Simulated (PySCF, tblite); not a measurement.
# C₃H₁₃FSi₃: geometry, infrared bands and NMR shifts

What infrared bands and NMR shifts should C₃H₁₃FSi₃ (`CC[Si]([SiH3])([SiH3])CF`) show?

Computed with tblite 0.8.0 and PySCF 2.14.0, with density-fitted response routines of our own, on a single molecule in the gas phase. Atoms count from 0, in the outputs and in this text.

## Step 1: Starting geometry

20 atoms, charge 0, multiplicity 1; geometry from: force field or distance geometry start.

Bonds of the start (Å): C0–C1 1.49, C1–Si2 1.86, Si2–Si3 2.24, Si2–Si4 2.22, Si2–C5 1.87, C5–F6 1.37, C0–H7 1.13, C0–H8 1.10, C0–H9 1.10, C1–H10 1.13, C1–H11 1.12, Si3–H12 1.49, Si3–H13 1.47, Si3–H14 1.47, Si4–H15 1.48, Si4–H16 1.46, Si4–H17 1.48, C5–H18 1.13, C5–H19 1.10.

## Step 2: Optimising the geometry with GFN2-xTB

Job settings and geometry (Å):

```
{"job": {"kind": "relax", "xc": "GFN2-xTB", "basis": "xTB"}, "charge": 0, "multiplicity": 1}
C     -1.956100     1.365200    -0.355200
C     -1.208900     0.709200     0.751600
Si     0.273400    -0.274100     0.201900
Si     2.138700     0.959900     0.195500
Si     0.064600    -1.085500    -1.855400
C      0.448900    -1.672400     1.426200
F      1.397300    -2.584900     1.039900
H     -2.885200     1.788300     0.121700
H     -2.311400     0.665700    -1.129500
H     -1.356600     2.201400    -0.742500
H     -1.896700    -0.004900     1.285000
H     -0.892600     1.453700     1.530000
H      2.817600     0.873600     1.516700
H      1.898500     2.346700    -0.211900
H      3.013200     0.342000    -0.812900
H      0.979900    -2.240200    -1.969000
H     -1.310500    -1.450800    -2.199500
H      0.601600    -0.067400    -2.790700
H      0.731900    -1.212300     2.414900
H     -0.552500    -2.102500     1.580000
```

Command:

```sh
OMP_NUM_THREADS=1 python probes_run.py task.json out
```

The driver reads the jobs from task.json and runs them one after another.

Log:

```text
step      E/eV     max force
  0    -623.34630    2.126
  1    -623.55805    0.934
  2    -623.65939    0.728
  3    -623.73468    0.664
  4    -623.80283    0.495
  5    -623.83585    0.350
  6    -623.86905    0.352
  7    -623.89880    0.388
  8    -623.92810    0.360
  9    -623.95290    0.326
 10    -623.96949    0.227
 11    -623.97695    0.159
 12    -623.98095    0.175
 13    -623.98437    0.130
 14    -623.98647    0.108
 15    -623.98787    0.092
 16    -623.98934    0.124
 17    -623.99111    0.137
 18    -623.99277    0.095
 19    -623.99417    0.104
 20    -623.99554    0.123
 21    -623.99723    0.108
 22    -623.99940    0.131
 23    -624.00181    0.117
 24    -624.00408    0.113
 25    -624.00625    0.138
 26    -624.00867    0.129
 27    -624.01146    0.132
 28    -624.01415    0.119
 29    -624.01615    0.084
 30    -624.01766    0.091
 31    -624.01931    0.092
 32    -624.02160    0.141
 33    -624.02486    0.172
 34    -624.02896    0.170
 35    -624.03300    0.145
 36    -624.03593    0.135
 37    -624.03766    0.127
 38    -624.03889    0.094
 39    -624.03985    0.060
 40    -624.04062    0.065
 41    -624.04134    0.096
 42    -624.04211    0.113
 43    -624.04291    0.094
 44    -624.04359    0.053
 45    -624.04402    0.038
 46    -624.04435    0.047
 47    -624.04475    0.057
 48    -624.04540    0.077
 49    -624.04641    0.090
 50    -624.04774    0.083
 51    -624.04906    0.085
 52    -624.05007    0.074
 53    -624.05084    0.066
 54    -624.05153    0.064
 55    -624.05214    0.058
 56    -624.05262    0.054
 57    -624.05298    0.052
 58    -624.05334    0.048
 59    -624.05380    0.049
 60    -624.05435    0.049
 61    -624.05483    0.050
 62    -624.05517    0.055
 63    -624.05547    0.048
 64    -624.05576    0.035
 65    -624.05604    0.041
 66    -624.05633    0.048
 67    -624.05664    0.051
 68    -624.05701    0.050
 69    -624.05744    0.059
 70    -624.05786    0.054
 71    -624.05820    0.058
 72    -624.05847    0.048
 73    -624.05870    0.033
 74    -624.05892    0.036
 75    -624.05914    0.038
 76    -624.05941    0.051
 77    -624.05980    0.059
 78    -624.06030    0.052
 79    -624.06085    0.057
 80    -624.06136    0.065
 81    -624.06186    0.056
 82    -624.06239    0.069
 83    -624.06300    0.065
 84    -624.06356    0.049
 85    -624.06384    0.046
 86    -624.06412    0.042
 87    -624.06438    0.043
 88    -624.06458    0.031
 89    -624.06472    0.026
 90    -624.06486    0.031
 91    -624.06507    0.036
 92    -624.06536    0.032
 93    -624.06559    0.024
 94    -624.06572    0.023
 95    -624.06578    0.016
 96    -624.06584    0.016
 97    -624.06592    0.019
 98    -624.06604    0.027
 99    -624.06618    0.026
100    -624.06630    0.024
101    -624.06639    0.022
102    -624.06648    0.020
103    -624.06658    0.024
104    -624.06669    0.023
105    -624.06680    0.026
106    -624.06691    0.026
107    -624.06704    0.026
108    -624.06719    0.028
109    -624.06732    0.018
110    -624.06740    0.017
111    -624.06745    0.015
112    -624.06750    0.021
113    -624.06755    0.022
114    -624.06759    0.014
115    -624.06762    0.012
116    -624.06763    0.009
```

Wall time 1.7 s (1 thread of Arm Neoverse N1, shared host); peak memory 0.18 GiB.

Step by step: (not every step is listed)

```csv
step,energy from step 0 (eV),largest force (eV/Å)
0,0.0000,2.1259
1,-0.2117,0.9339
2,-0.3131,0.7285
3,-0.3884,0.6642
4,-0.4565,0.4947
5,-0.4896,0.3501
6,-0.5227,0.3524
7,-0.5525,0.3883
8,-0.5818,0.3597
18,-0.6465,0.0949
28,-0.6678,0.1191
38,-0.6926,0.0935
48,-0.6991,0.0772
58,-0.7070,0.0483
68,-0.7107,0.0500
78,-0.7140,0.0523
88,-0.7183,0.0315
98,-0.7197,0.0273
108,-0.7209,0.0282
111,-0.7211,0.0149
112,-0.7212,0.0212
113,-0.7212,0.0221
114,-0.7213,0.0142
115,-0.7213,0.0121
116,-0.7213,0.0088
```

Distances of close pairs at the start and the end, largest changes first:

```csv
bond,before (Å),after (Å),change (Å)
Si2–Si4,2.221,2.340,+0.119
Si2–Si3,2.237,2.341,+0.104
Si2–C5,1.867,1.941,+0.074
C1–Si2,1.862,1.924,+0.062
C0–H7,1.127,1.089,-0.038
C0–C1,1.488,1.523,+0.035
C5–H18,1.127,1.093,-0.033
C1–H10,1.126,1.092,-0.033
```

The next job starts from the end point, and lists it.

## Step 3: Harmonic vibrations with GFN2-xTB

Job settings and geometry (Å):

```
{"job": {"kind": "ir", "xc": "GFN2-xTB", "basis": "xTB"}, "charge": 0, "multiplicity": 1}
C     -1.745817     1.644751    -0.296306
C     -1.299006     0.588166     0.705075
Si     0.293437    -0.314738     0.113438
Si     2.142388     1.110716     0.280936
Si    -0.153595    -1.384941    -1.919109
C      0.538404    -1.696175     1.454214
F      1.703957    -2.389406     1.174195
H     -2.648352     2.151706     0.041416
H     -1.952761     1.190210    -1.263484
H     -0.968477     2.393180    -0.435950
H     -2.111219    -0.127862     0.849953
H     -1.134687     1.064785     1.673811
H      2.716528     1.195205     1.628124
H      1.782092     2.483766    -0.093996
H      3.221568     0.702154    -0.620406
H      0.725970    -2.525792    -2.174048
H     -1.531771    -1.884520    -2.023023
H      0.022901    -0.446519    -3.033742
H      0.654721    -1.302999     2.467580
H     -0.261429    -2.441008     1.468287
```

Log:

```text
mode    cm-1     km/mol
  1     -43.5      0.03
  2      44.2      3.14
  3      49.4      0.01
  4      65.6      0.30
  5      73.9      0.06
  6      95.0      1.71
  7     115.0      6.59
  8     122.9      3.80
  9     150.7      7.47
 10     243.1      3.50
 11     264.8      7.04
 12     312.9     29.63
 13     349.4      2.59
 14     399.4      2.37
 15     410.7      0.85
 16     435.7     24.13
 17     452.2     26.99
 18     482.7      1.02
 19     663.6     21.45
 20     682.6     45.91
 21     709.9      1.54
 22     728.6    676.68
 23     764.5    517.59
 24     790.4    225.28
 25     805.6     90.12
 26     808.2     69.51
 27     815.4    191.02
 28     818.9    231.67
 29     968.6      4.88
 30    1012.5     46.36
 31    1016.0      5.17
 32    1077.5      9.74
 33    1200.9     14.18
 34    1240.4      2.95
 35    1266.5      5.56
 36    1276.2      2.51
 37    1422.2      2.40
 38    1454.0      1.89
 39    1483.6      1.01
 40    1511.5      1.04
 41    1513.9      3.48
 42    2198.0    278.19
 43    2209.0    111.66
 44    2216.2    358.02
 45    2224.2    338.38
 46    2246.6    209.55
 47    2260.2    338.47
 48    2939.9     33.42
 49    2948.5     17.98
 50    2953.2     50.75
 51    2968.9     26.34
 52    3014.3     51.19
 53    3021.1     44.29
 54    3031.0     25.26
```

Wall time 1.6 s (1 thread of Arm Neoverse N1, shared host); peak memory 0.18 GiB.

The strongest bands and the atoms that carry them (share of the mass-weighted mode):

```csv
cm⁻¹,km/mol,atoms
729,676.7,"H11 11 %, H19 11 %, H10 11 %, H18 10 %"
764,517.6,"H15 11 %, H16 11 %, H17 10 %"
790,225.3,"H12 20 %, H14 17 %, H16 15 %, H15 15 %"
819,231.7,"H16 45 %, H15 17 %, H17 17 %"
2198,278.2,H16 95 %
2216,358.0,"H17 72 %, H13 19 %"
2224,338.4,H12 87 %
2260,338.5,H15 93 %
```

## Step 4: Nuclear shieldings: PBE0/pcSseg-1

Settings changed since step 3:

```diff
@@ -1,2 +1,2 @@
-{"job": {"kind": "ir", "xc": "GFN2-xTB", "basis": "xTB"}, "charge": 0, "multiplicity": 1}
+{"job": {"kind": "nmr", "xc": "PBE0", "basis": "pcSseg-1"}, "charge": 0, "multiplicity": 1}
 C     -1.745817     1.644751    -0.296306
```

Level: GIAO PBE0/pcSseg-1 NMR shielding, non-relativistic, gas phase.

Log:

```text
coarse grid: 17280 points
cycle   1  E = -1089.6783531184  dE =  1.247e-01  |g| = 5.233e-01  |ddm| = 3.813e+00
cycle   2  E = -1089.6506650448  dE =  2.769e-02  |g| = 6.799e-01  |ddm| = 9.449e-01
cycle   3  E = -1089.7331839807  dE = -8.252e-02  |g| = 5.636e-02  |ddm| = 5.610e-01
cycle   4  E = -1089.7336235024  dE = -4.395e-04  |g| = 2.776e-02  |ddm| = 5.665e-02
cycle   5  E = -1089.7337954997  dE = -1.720e-04  |g| = 5.143e-03  |ddm| = 2.660e-02
cycle   6  E = -1089.7338012743  dE = -5.775e-06  |g| = 1.799e-03  |ddm| = 7.764e-03
final grid: 150848 points
cycle   7  E = -1089.7792162758  dE = -3.161e-05  |g| = 8.708e-03  |ddm| = 2.459e-02
cycle   8  E = -1089.7792023736  dE =  1.390e-05  |g| = 1.181e-02  |ddm| = 1.788e-02
cycle   9  E = -1089.7792341395  dE = -3.177e-05  |g| = 8.919e-04  |ddm| = 1.049e-02
cycle  10  E = -1089.7792342626  dE = -1.231e-07  |g| = 2.574e-04  |ddm| = 9.574e-04
cycle  11  E = -1089.7792342732  dE = -1.058e-08  |g| = 5.039e-05  |ddm| = 2.071e-04
cycle  12  E = -1089.7792342737  dE = -5.223e-10  |g| = 2.153e-05  |ddm| = 7.346e-05
converged SCF energy = -1089.7792342737

GIAO shielding tensors (ppm)
atom      isotropic    diamagn.    paramagn.     s11        s22        s33       span
  0 C      174.887     248.353     -73.467    167.131    170.733    186.796     19.665
  1 C      178.753     254.270     -75.517    176.807    177.264    182.188      5.382
  2 Si     392.142     882.087    -489.945    371.876    378.331    426.218     54.342
  3 Si     463.840     880.683    -416.843    442.031    469.342    480.145     38.114
  4 Si     463.743     880.894    -417.150    440.150    471.124    479.956     39.807
  5 C      104.382     249.386    -145.004     52.864     83.024    177.259    124.395
  6 F      461.703     474.002     -12.299    407.742    484.527    492.840     85.099
  7 H       30.253      28.569       1.684     24.983     27.119     38.658     13.675
  8 H       30.914      31.161      -0.247     25.549     30.926     36.266     10.717
  9 H       30.640      31.279      -0.640     25.460     30.323     36.136     10.675
 10 H       31.001      33.079      -2.077     26.224     29.582     37.198     10.974
 11 H       30.964      32.980      -2.015     26.252     29.396     37.245     10.993
 12 H       28.107      29.311      -1.204     24.594     25.772     33.956      9.362
 13 H       28.153      29.507      -1.354     24.250     26.913     33.295      9.045
 14 H       28.186      29.063      -0.877     24.474     26.185     33.898      9.424
 15 H       28.083      29.230      -1.147     24.357     26.060     33.830      9.473
 16 H       28.147      29.690      -1.544     24.630     26.100     33.710      9.080
 17 H       28.160      29.518      -1.359     24.704     26.240     33.536      8.832
 18 H       26.691      30.967      -4.276     22.255     27.979     29.840      7.585
 19 H       26.686      30.924      -4.237     22.351     27.934     29.774      7.424
```

Run time: 58 s. Hardware: 1 thread of Arm Neoverse N1, shared host; peak memory 0.93 GiB.

The references, computed at this level on geometries of the same kind, shield at (ppm): ¹H TMS 31.72, ¹³C TMS 186.9, ²⁹Si TMS 349.2, ¹⁹F CFCl3 170.9. Their shielding less the atom's gives the shift. The references are single molecules in the gas phase, so shifts against H2O, NH3, PH3, H3PO4 or CFCl3 are not on the usual liquid scales and can be off by tens of ppm. Atoms listed in one row are averaged.

```csv
atoms,environment,σ (ppm),δ (ppm),δ scaled to CDCl3
C5,sp3 CH2 bonded to F and Si,104.4,82.5,78.6
C0,methyl carbon,174.9,12.0,9.8
C1,sp3 CH2 bonded to Si,178.8,8.2,6.1
"H18, H19",hydrogen on an sp3 CH2 bonded to F and Si,26.69,5.03,4.85
"H12, H13, H14, H15, H16, H17",hydrogen on a silicon bonded to Si,28.14,3.58,–
"H7, H8, H9",hydrogen on a methyl carbon,30.60,1.11,1.16
"H10, H11",hydrogen on an sp3 CH2 bonded to Si,30.98,0.73,0.80
Si2,"silicon bonded to 2 C, 2 Si",392.1,-43.0,–
"Si3, Si4","silicon bonded to Si, 3 H",463.8,-114.6,–
F6,fluorine on an sp3 carbon,461.7,-290.8,–
```

The scaled column applies a straight-line fit of computed shieldings to shifts measured in CDCl3, and one for carbons that bear F (root-mean-square error 0.16 ppm for H, 1.9 ppm for C).

The run also stored atomic charges by several schemes (e):

```csv
atoms,Mulliken,IAO,Hirshfeld,ESP fit
C0,-0.29,-0.41,-0.12,-0.12
C1,-0.55,-0.51,-0.15,-0.06
Si2,0.15,0.46,0.22,0.17
"Si3, Si4",0.27,0.29,0.21,0.22
C5,-0.10,-0.21,-0.07,-0.12
F6,-0.35,-0.33,-0.13,-0.21
```

Mayer bond orders: C0–C1 1.05, C1–Si2 0.90, Si2–Si3 0.89, Si2–Si4 0.90, Si2–C5 0.91, C5–F6 0.84.

## Step 5: Summary of results

```
                                                                quantity                       value
                               strongest single infrared mode (GFN2-xTB)        729 cm⁻¹, 677 km/mol
                                            zero-point energy (GFN2-xTB)               89.1 kcal/mol
                                  ¹³C shifts against TMS (PBE0/pcSseg-1)         82.5, 12.0, 8.2 ppm
  ¹H shifts against TMS (PBE0/pcSseg-1, means over atoms taken as alike)  5.03, 3.58, 1.11, 0.73 ppm
²⁹Si shifts against TMS (PBE0/pcSseg-1, means over atoms taken as alike)           -43.0, -114.6 ppm
                                ¹⁹F shifts against CFCl3 (PBE0/pcSseg-1)                  -290.8 ppm
```

**Reading.** Over 116 steps the energy fell by 0.721 eV; of the close pairs, Si2–Si4 changed most, 2.221 to 2.340 Å. The lowest mode is imaginary (44i cm⁻¹), so the xTB geometry is not a minimum. The strongest single mode, at 729 cm⁻¹, has its largest shares on H11, H19, H10 and H18 (the list is cut at 4 atoms). Unscaled tight-binding wavenumbers are off by several per cent, some by more. Its intensities can rank the bands wrongly. The most deshielded carbon is C5 (sp3 CH2 bonded to F and Si), at 82.5 ppm: deshielded by the electronegative neighbour. H18, H19 (mean) (hydrogen on an sp3 CH2 bonded to F and Si) lies farthest downfield among hydrogen, at 5.03 ppm; its carbon carries F, hence the downfield position. At PBE0/pcSseg-1: The largest span, 124 ppm, is at C5, where the paramagnetic term is -145 ppm.
